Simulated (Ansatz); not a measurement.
**A workflow on SiHClF2 (SMILES F[SiH](F)Cl)**

Aim: a series of 26 runs (HF/STO-3G, UHF/STO-3G, HF/3-21G, UHF/3-21G, HF/6-31G*, UHF/6-31G*, B3LYP/6-31G*, UB3LYP/6-31G*, and more) of ClF2HSi. 

Program for the calculation: Ansatz 0.2.0.

### Step 1. The system as given

SiHClF2: 5 atoms, total charge 0, spin state singlet. As SMILES, `F[SiH](F)Cl`. The coordinates come from a PBE0-D4/def2-TZVP relaxation. The run starts from this shape.

Bond lengths: F1–Si2 1.577 Å, Si2–F3 1.577 Å, Si2–Cl4 2.018 Å, Si2–H5 1.465 Å. Angles: F1–Si2–F3 107.6°, F1–Si2–Cl4 109.0°, F3–Si2–Cl4 109.0°, F1–Si2–H5 109.8°, F3–Si2–H5 109.8°, Cl4–Si2–H5 111.5°.

### Step 2. A geometry optimisation at HF/STO-3G (start density atoms) (run 1)

Contents of run.yaml:

```yaml
crystal:
  periodic: [false, false, false]
  atoms:
    - {symbol: F, position_ang: [-0.339600, -0.621400, 1.420100]}
    - {symbol: Si, position_ang: [0.095900, -0.000200, 0.037800]}
    - {symbol: F, position_ang: [-0.033500, 1.566800, 0.156500]}
    - {symbol: Cl, position_ang: [-1.157500, -0.656000, -1.401500]}
    - {symbol: H, position_ang: [1.484600, -0.363000, -0.254200]}
basis:
  gaussian: {orbitals: STO-3G}
hamiltonian: {xc: hf}
relax: {f_tol: 0.002}
output: {orbitals: {seedname: orbitals}}
```

Command:

```sh
$ ansatz run run.yaml --threads 1 --pin off --max-ram 3480MiB --events-out events.jsonl --progress --plain --runs-dir runs
```

Log:

```text
Warning: RAYON_NUM_THREADS=1 ignored (pool sized by the plan → 1); use --threads N
The last accepted step is kept in runs//last_step.txt (removed where the run ends without a failure and the disk answers)
[... 49 lines left out ...]
Total energy: -25495.41232599 eV, -936.9391215688 hartree
[... 5 lines left out ...]
Dipole moment:     0.480656     0.075850     0.247776 e Å
```

Run time: 2.3 s. Hardware: 1 thread of Intel Xeon 6975P-C (Granite Rapids), shared host; peak memory 0.12 GiB.

The path in brief:

```
step  energy from the first frame kept (eV)  largest force (eV/Å)
   1                                 0.0000                2.7274
   2                                -0.0923                0.8973
   3                                -0.1034                0.3076
   4                                -0.1046                0.0478
   5                                -0.1046                0.0092
   6                                -0.1047                0.0019
```

After the run. Bond lengths: F1–Si2 1.596 Å, Si2–F3 1.596 Å, Si2–Cl4 2.080 Å, Si2–H5 1.421 Å. Angles: F1–Si2–F3 107.4°, F1–Si2–Cl4 108.3°, F3–Si2–Cl4 108.3°, F1–Si2–H5 112.1°, F3–Si2–H5 112.1°, Cl4–Si2–H5 108.7°.

### Step 3. Vibrational wavenumbers at HF/STO-3G (start density atoms) (run 2)

Contents of job.yaml:

```yaml
basis:
  gaussian:
    orbitals: STO-3G
crystal:
  periodic: [false, false, false]
  atoms:
    - symbol: F
      position_ang: [-0.344331, -0.621888, 1.446102]
    - symbol: Si
      position_ang: [0.127048, 0.005989, 0.056028]
    - symbol: F
      position_ang: [-0.034923, 1.590224, 0.168710]
    - symbol: Cl
      position_ang: [-1.153508, -0.675692, -1.434641]
    - symbol: H
      position_ang: [1.455614, -0.372434, -0.277499]
hamiltonian:
  xc: hf
phonons:
  temperatures: {t_min: 298.15, t_max: 298.15, t_step: 1}
```

Command:

```sh
$ ansatz run job.yaml --threads 1 --pin off --max-ram 3480MiB --events-out events.jsonl --progress --plain --runs-dir runs
```

Log:

```text
Warning: RAYON_NUM_THREADS=1 ignored (pool sized by the plan → 1); use --threads N
[... 107 lines left out ...]
Total energy: -25495.41231225 eV, -936.9391210641 hartree
[... 5 lines left out ...]
Dipole moment:     0.480654     0.075849     0.247775 e Å
Vibrations: 242.19 286.62 369.41 630.04 919.64 953.78 1005.86 1102.35 2891.06 cm⁻¹, zero-point energy 0.520792 eV
```

It took 3.9 s on 1 thread of Intel Xeon 6975P-C (Granite Rapids), shared host; peak memory 0.097 GiB.

Runs 3 to 18 aren't shown in full; the table further down has their settings and results.

### Step 4. The doublet cation: the energy at UPBE/def2-SVP (start density atoms) (run 19)

Contents of job.yaml:

```yaml
crystal:
  periodic: [false, false, false]
  atoms:
    - symbol: F
      position_ang: [-0.348566, -0.640115, 1.452482]
    - symbol: Si
      position_ang: [0.100922, -0.003911, 0.032555]
    - symbol: F
      position_ang: [-0.034506, 1.605262, 0.155880]
    - symbol: Cl
      position_ang: [-1.176303, -0.666176, -1.423683]
    - symbol: H
      position_ang: [1.508352, -0.368859, -0.258535]
basis:
  gaussian: {orbitals: def2-SVP}
total_charge: 1
magnetization: {spin_polarized: true, initial_magnetization: 1}
hamiltonian: {xc: {name: PBE}}
```

Command:

```sh
$ ansatz run job.yaml --threads 1 --pin off --max-ram 3480MiB --events-out events.jsonl --progress --plain --runs-dir runs
```

Log:

```text
Warning: RAYON_NUM_THREADS=1 ignored (pool sized by the plan → 1); use --threads N
Functional definition: PBE
  name "PBE"
  parameter kappa = 0.804
  parameter beta = 0.06672455060314922
  exchange = pbe_x(kappa = kappa, mu = beta*pi^2/3)
  correlation = pbe_c(beta = beta)
745 factors; their error is unknown
mean field evaluation 1: about -25805.4283 eV, gradient 6.0e1 eV
mean field evaluation 2: about -25680.7599 eV, gradient 1.9e2 eV
mean field evaluation 4: about -25812.9305 eV, gradient 2.5e1 eV
mean field evaluation 8: about -25817.1107 eV, gradient 6.6e0 eV
mean field evaluation 16: about -25817.5943 eV, gradient 2.5e-3 eV
mean field evaluation 32: about -25817.5394 eV, gradient 2.4e-6 eV
mean field evaluation 64: about -25817.1522 eV, gradient 2.7e-2 eV
mean field evaluation 96: about -25817.5332 eV, gradient 5.0e-1 eV
mean field evaluation 128: about -25817.1465 eV, gradient 4.3e-1 eV
mean field -25817.53941333 eV, -948.7770736831 hartree, gradient 2.4e-6 eV, S^2 0.752474; 17 other end points of the search recorded, 0 dependent functions left out
reference -25817.53943837 eV, -948.7770746032 hartree; 25, 24 occupied and 44, 45 virtual orbitals, 745 factors
Total energy: -25817.53943837 eV, -948.7770746032 hartree
```

Wall time 10 s (1 thread of Intel Xeon 6975P-C (Granite Rapids), shared host); peak memory 0.16 GiB.

Runs 20 to 25 aren't shown in full; the table further down has their settings and results.

### Step 5. Vibrational wavenumbers at CCSD/cc-pVDZ (start density atoms) (run 26)

Contents of job.yaml:

```yaml
crystal:
  periodic: [false, false, false]
  atoms:
    - {symbol: F, position_ang: [-0.345553, -0.643726, 1.458963]}
    - {symbol: Si, position_ang: [0.102805, -0.005856, 0.029644]}
    - {symbol: F, position_ang: [-0.030059, 1.611898, 0.156445]}
    - {symbol: Cl, position_ang: [-1.170936, -0.669055, -1.427368]}
    - {symbol: H, position_ang: [1.493643, -0.367061, -0.258984]}
basis:
  gaussian:
    orbitals: cc-pVDZ
correlation:
  method: ccsd
accuracy: high
scf:
  omitted_lower_state_checks: [cluster_reference]
phonons:
  temperatures:
    t_min: 298.15
    t_max: 298.15
    t_step: 1
```

Command:

```sh
$ ansatz run job.yaml --threads 1 --pin off --max-ram 3480MiB --events-out events.jsonl --progress --plain --runs-dir runs
```

Log:

```text
Warning: RAYON_NUM_THREADS=1 ignored (pool sized by the plan → 1); use --threads N
[... 63 lines left out ...]
12 core orbitals not correlated: weight in the atoms' cores, before any rotation towards them, 1.000 or more for the frozen orbitals, at most 0.000 for the correlated occupied ones
[... 238 lines left out ...]
12 core orbitals not correlated: weight in the atoms' cores, before any rotation towards them, 1.000 or more for the frozen orbitals, at most 0.000 for the correlated occupied ones
[... 212 lines left out ...]
Dipole moment:     0.244640    -0.119254    -0.147261 e Å
[... 1 line left out ...]
Checks for a lower state left out: cluster_reference
```

It took 2.8 min on 1 thread of Intel Xeon 6975P-C (Granite Rapids), shared host; peak memory 0.37 GiB.

### Step 6. The series

```
run                                                     level         task  walk f tol  partner  energy (Eh)  dipole moment (D)  wall time
  1                           HF/STO-3G (start density atoms)     optimise       0.002     base  -936.939122               2.62      2.3 s
  2                           HF/STO-3G (start density atoms)  frequencies           –     base  -936.939121               2.62      3.9 s
  3                          UHF/STO-3G (start density atoms)       energy           –   cation  -936.581143                  –      0.5 s
  4                          UHF/STO-3G (start density atoms)     optimise           –   cation  -936.617515                  –      4.2 s
  5                            HF/3-21G (start density atoms)     optimise       0.002     base  -943.244103               2.66      2.7 s
  6                            HF/3-21G (start density atoms)  frequencies           –     base  -943.244103               2.66      3.9 s
  7                           UHF/3-21G (start density atoms)       energy           –   cation  -942.805536                  –      0.7 s
  8                           UHF/3-21G (start density atoms)     optimise           –   cation  -942.840999                  –      7.2 s
  9      HF/6-31G* (Cartesian functions, start density atoms)     optimise       0.002     base  -948.043820               1.55      5.4 s
 10      HF/6-31G* (Cartesian functions, start density atoms)  frequencies           –     base  -948.043820               1.55      9.9 s
 11     UHF/6-31G* (Cartesian functions, start density atoms)       energy           –   cation  -947.608478                  –      1.9 s
 12     UHF/6-31G* (Cartesian functions, start density atoms)     optimise           –   cation  -947.633757                  –       12 s
 13   B3LYP/6-31G* (Cartesian functions, start density atoms)     optimise       0.002     base  -950.144648               1.34      7.8 s
 14   B3LYP/6-31G* (Cartesian functions, start density atoms)  frequencies           –     base  -950.144648               1.34       17 s
 15  UB3LYP/6-31G* (Cartesian functions, start density atoms)       energy           –   cation  -949.685695                  –      3.3 s
 16  UB3LYP/6-31G* (Cartesian functions, start density atoms)     optimise           –   cation  -949.700279                  –       19 s
 17                        PBE/def2-SVP (start density atoms)     optimise       0.002     base  -949.223354               1.23      5.4 s
 18                        PBE/def2-SVP (start density atoms)  frequencies           –     base  -949.223354               1.23        9 s
 19                       UPBE/def2-SVP (start density atoms)       energy           –   cation  -948.777075                  –       10 s
 20                       UPBE/def2-SVP (start density atoms)     optimise           –   cation  -948.791287                  –       22 s
 21     MP2/6-31G* (Cartesian functions, start density atoms)     optimise       0.002     base  -948.595099               1.38      6.3 s
 22     MP2/6-31G* (Cartesian functions, start density atoms)  frequencies           –     base  -948.595099               1.38       17 s
 23    UMP2/6-31G* (Cartesian functions, start density atoms)       energy           –   cation  -948.135561                  –      2.2 s
 24    UMP2/6-31G* (Cartesian functions, start density atoms)     optimise           –   cation  -948.159407                  –       20 s
 25                        CCSD/cc-pVDZ (start density atoms)     optimise       0.002     base  -948.693483               1.49       62 s
 26                        CCSD/cc-pVDZ (start density atoms)  frequencies           –     base  -948.693483               1.49    2.8 min
```

### Step 7. Summary of results

```
                                                                             quantity          value
                                                   run 26, CCSD/cc-pVDZ: total energy  -948.69348 Eh
                             run 26, CCSD/cc-pVDZ: dipole moment (correlated density)         1.49 D
                   run 26, CCSD/cc-pVDZ: correlation energy (12 core orbitals frozen)     -623.9 mEh
                                                  run 26, CCSD/cc-pVDZ: T1 diagnostic          0.012
                                       run 26, CCSD/cc-pVDZ: largest force on an atom     0.001 eV/Å
                                     run 26, CCSD/cc-pVDZ: lowest harmonic wavenumber       223 cm⁻¹
                                    run 26, CCSD/cc-pVDZ: highest harmonic wavenumber      2376 cm⁻¹
                                              run 26, CCSD/cc-pVDZ: zero-point energy    43.8 kJ/mol
                         vertical ionisation energy (to the doublet cation), HF/3-21G      11.934 eV
                     vertical ionisation energy (to the doublet cation), B3LYP/6-31G*      12.489 eV
                     vertical ionisation energy (to the doublet cation), PBE/def2-SVP      12.144 eV
                       vertical ionisation energy (to the doublet cation), MP2/6-31G*      12.505 eV
   adiabatic ionisation energy (to the doublet cation, no zero-point term), HF/6-31G*      11.158 eV
adiabatic ionisation energy (to the doublet cation, no zero-point term), B3LYP/6-31G*      12.092 eV
adiabatic ionisation energy (to the doublet cation, no zero-point term), PBE/def2-SVP      11.757 eV
  adiabatic ionisation energy (to the doublet cation, no zero-point term), MP2/6-31G*      11.856 eV
```

What this shows: At HF/3-21G: removing an electron at fixed nuclei costs 11.93 eV (275 kcal/mol). At B3LYP/6-31G*: the vertical ionisation energy comes to 12.49 eV (1205 kJ/mol). At PBE/def2-SVP: removing an electron at fixed nuclei costs 12.14 eV (280 kcal/mol). At MP2/6-31G*: removing an electron at fixed nuclei costs 12.50 eV (288 kcal/mol). At HF/6-31G*: the adiabatic ionisation energy (to the doublet cation, no zero-point term) is 11.16 eV (1077 kJ/mol). At B3LYP/6-31G*: the adiabatic ionisation energy (to the doublet cation, no zero-point term) is 12.09 eV (279 kcal/mol). Totals of different functionals can't be ranked against each other. In runs 1, 2, 3, 4 the basis is minimal, so the values are rough. All runs together took 7 min, the longest 2.8 min.
